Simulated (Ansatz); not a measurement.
# CuO+ (triplet): wave-function methods side by side, def2-TZVPP

One table from this session's results is given with a row withheld; the runs are named, their logs left out.

Program: Ansatz 0.2.0, Gaussian basis. Level of theory: def2-TZVPP, core rule «outside noble gas», up to 10 orbitals frozen. These are calculated values, not measurements.

To be run: UHF; ROHF; CCSD(T) on UHF.

2 further runs of the same task are left out: 2 set aside as unsound or not needed.

**What is computed**

The geometry is a PBE0/def2-TZVP stationary point (not a proven minimum) of the parent state, kept for this charge and spin.

2 atoms, charge 1, spin multiplicity 3.

Atoms are counted from 1 here; the program's logs count them from 0.

Bond lengths: Cu1–O2 1.727 Å.

The first run:

in.yaml reads:

```yaml
crystal:
  periodic: [false, false, false]
  atoms:
    - {symbol: Cu, position_ang: [0.000000, 0.000000, 0.000000]}
    - {symbol: O, position_ang: [0.000000, 0.000000, 1.727400]}
basis:
  gaussian: {orbitals: def2-TZVPP}
total_charge: 1
magnetization: {spin_polarized: true, initial_magnetization: 2}
hamiltonian: {xc: hf}
output: {orbitals: {seedname: orbitals}}
```

Launch:

```
ansatz run in.yaml --threads 1 --pin off --events-out ev --progress --plain --max-ram 4096MiB --backend cpu
```

Among the steps run: UHF; ROHF; CCSD(T) on UHF.

One of the session's tables, all rows but one given; the rest of the session is left out.

It belongs to the step «Misses and costs». 

| method | from UCCSD(T) (meV) |
| --- | --- |
| ROHF | +16757.2 |
| UHF | +16531.6 |
| UMP2 | ? |
| UCCSD | +642.4 |
| UCCSD(T) | 0 |

Estimate the missing values for UMP2.

**Answer.** from UCCSD(T) (meV): -517.0. In the column «from UCCSD(T) (meV)» it is the lowest.
